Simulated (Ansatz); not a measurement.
# Si3Sn: the cost of one run

Method: DFT PBE, scalar-relativistic, plane waves, PAW, in Ansatz 0.2.0.

## (1) The system as given

Symmetry: Im-3m, No. 229, cubic system. Conventional cell: a = 5.599 Å, b = 5.599 Å, c = 5.599 Å, α = 90.00°, β = 90.00°, γ = 90.00°. Around Si (site symmetry 4/mmm) lie 4 Si at 2.80 Å and 2 Sn at 2.80 Å. Sn (site symmetry m-3m) is surrounded by 6 Si at 2.80 Å.

Coordinates:

```
Si Sn
1.0
    -2.79968    2.79968    2.79968
     2.79968   -2.79968    2.79968
     2.79968    2.79968   -2.79968
Si Sn
3 1
Direct
  0.00000 0.50000 0.50000
  0.50000 0.00000 0.50000
  0.50000 0.50000 0.00000
  0.00000 0.00000 0.00000
```

The cell is invented: random cell by space group and Wyckoff sites (Im-3m, No. 229). The dimensions are guesses.

## (2) A first look at the guess

File input.yaml:

```yaml
crystal:
  lattice:
    - [-2.79968214, 2.79968214, 2.79968214]
    - [2.79968214, -2.79968214, 2.79968214]
    - [2.79968214, 2.79968214, -2.79968214]
  atoms:
    - { symbol: Si, position: [0.0, 0.5, 0.5] }
    - { symbol: Si, position: [0.5, 0.0, 0.5] }
    - { symbol: Si, position: [0.5, 0.5, 0.0] }
    - { symbol: Sn, position: [0.0, 0.0, 0.0] }
basis:
  ecutwfc: 420
kpoints:
  mp_grid: { grid: [4, 4, 4] }
hamiltonian:
  xc: pbe
scf:
  occupations: { method: gaussian, width: 0.1 }
  lower_state_search: "off"
output:
  forces: true
  stress: true
  eigenvalues: true
```

On the command line:

```
ansatz run input.yaml --threads 1 --pin off --max-ram 2560MiB --backend cpu --events-out ev --progress --plain --runs-dir out
```

What time and memory should one allow on 1 thread of Intel Xeon at 2.50GHz (Skylake/Cascade Lake), shared host?

About 2.9 s, with a peak of 0.34 GiB.
